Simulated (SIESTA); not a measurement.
Zn:

```
CELL_PARAMETERS angstrom
2.26817 -1.30849 0.00000
2.26817 1.30849 0.00000
-1.59172 0.00000 7.30041
ATOMIC_POSITIONS crystal
Zn 0.77802 0.77802 0.33450
Zn 0.22198 0.22198 0.66550
Zn 0.00000 0.00000 0.00000
```

This isn't the form of Zn at room conditions, which is hcp.

```yaml
Program: SIESTA 5.4.2
Task: single point
Functional: PBEsol
Potentials_or_basis: PseudoDojo 0.4 standard (PBEsol files)
Basis: DZP (energy shift 0.003 Ry; two zetas on semicore shells)
Grid_cutoff: 800 Ry
Energy_shift: 0.003 Ry
k_mesh: 12 × 12 × 4
Occupations: fermi-dirac, width 0.05 eV
Spin: no spin polarisation
```

On this cell: pressure -3.7 GPa; largest force 0.032 eV/Å; band gap on the k mesh none (metal or under the smearing width).

The same run follows on a disturbed copy (atoms moved at random, drawn with an rms of 0.05 Å):

```
CELL_PARAMETERS angstrom
2.26817 -1.30849 0.00000
2.26817 1.30849 0.00000
-1.59172 0.00000 7.30041
ATOMIC_POSITIONS crystal
Zn 0.79577 0.76234 0.33802
Zn 0.22772 0.22325 0.67085
Zn 0.99899 0.00845 0.99944
```

What changes?

The energy (extrapolated to zero smearing) moves by +1.0 meV/atom; pressure -3.6 GPa; largest force 0.164 eV/Å; band gap on the k mesh none (metal or under the smearing width).

Forces in eV/Å, atoms in the order of the input:
```
Zn   0.019  0.035 -0.069
Zn  -0.007  0.002 -0.090
Zn  -0.010 -0.039  0.159
```

Stress tensor (GPa, compression positive):
```
-4.96 -0.02 -0.08
-0.02 -4.99 -0.04
-0.08 -0.04 -0.85
```

Caveats: short orbitals over semicore shells can move pressures by several GPa; the valence orbitals were made in a potential fitted to the semicore shell under them, which widens gaps by tenths of an eV or more; the basis of atomic orbitals isn't converged, which shifts pressures, moduli and gaps.
